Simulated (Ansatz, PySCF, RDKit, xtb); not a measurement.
# C4H7B: ranking a sample of isomers

A sample of isomers of C4H7B is drawn. Aim: find which of them has the lowest free energy at 298.15 K, then its properties. The sample is small against all isomers, and the most stable one of this formula need not be in it.

Plan: many cheap relaxations first (GFN2-xTB), then density-functional screening, relaxation at B3LYP/def2-SVP, vibrations and a final energy. The numbers are computed, not measured.

### Step 1. Drawing up candidates

Isomers were taken from a list of plausible structures; this is a sample, not all of them. That gives 3 candidates.

| label | SMILES | spin |
| --- | --- | --- |
| c198 | B[C@@H](C)C#C | singlet |
| c338 | BCC#CC | singlet |
| c817 | BC#CCC | singlet |

Candidates are built by distance geometry, with a force field where one applies, in up to four conformers (letters a to d).

**Question.** With final energies at CCSD(T)/def2-SVP + MP2/def2-TZVPP - MP2/def2-SVP, which structure will this search put lowest in free energy, and by what margin?

| quantity | value |
| --- | --- |
| lowest structure found | BC#CCC, singlet, Cs |
| next finalist | BCC#CC, singlet, 6.9 kcal/mol higher in G |
| share at equilibrium, among the finalists | 100.0 % |
| harmonic wavenumbers, lowest and highest (B3LYP/def2-SVP) | 70 and 3131 cm⁻¹ |
| rotational constants, same geometry | 0.7306, 0.07176, 0.06698 cm⁻¹ |
| dipole moment (PBE0/def2-TZVPD) | 2.34 D |
| HOMO energy (PBE0/def2-TZVPD) | -7.42 eV |
| LUMO energy (PBE0/def2-TZVPD) | -2.00 eV |
| HOMO–LUMO gap (PBE0/def2-TZVPD) | 5.42 eV |
| lowest excitation (TD-PBE0/def2-SVPD) | 3.68 eV (f = 0.000) |
| strongest of the states computed, same level | 7.47 eV (f = 0.345) |
| lowest triplet excitation, same level, Tamm-Dancoff | 3.33 eV |
| vertical ionisation energy | 9.48 eV |
| vertical electron affinity | 0.25 eV |
| vertical triplet less singlet | +3.35 eV |

The lowest structure found is `BC#CCC`. The margin of 6.9 kcal/mol over the next finalist is beyond the usual error of the last level; it says nothing of structures that weren't ranked. GFN2-xTB, HF/STO-3G, r2SCAN-D4/def2-SVP, B3LYP/def2-SVP, HF/def2-SVP and MP2/def2-SVP already put its bonding pattern lowest among the structures in one piece. Lowest found is not proven lowest: the search is finite, and each finalist counts with one conformer. Only 3 drawn patterns were tried, so whole families of isomers are missing, and the result ranks this sample alone.
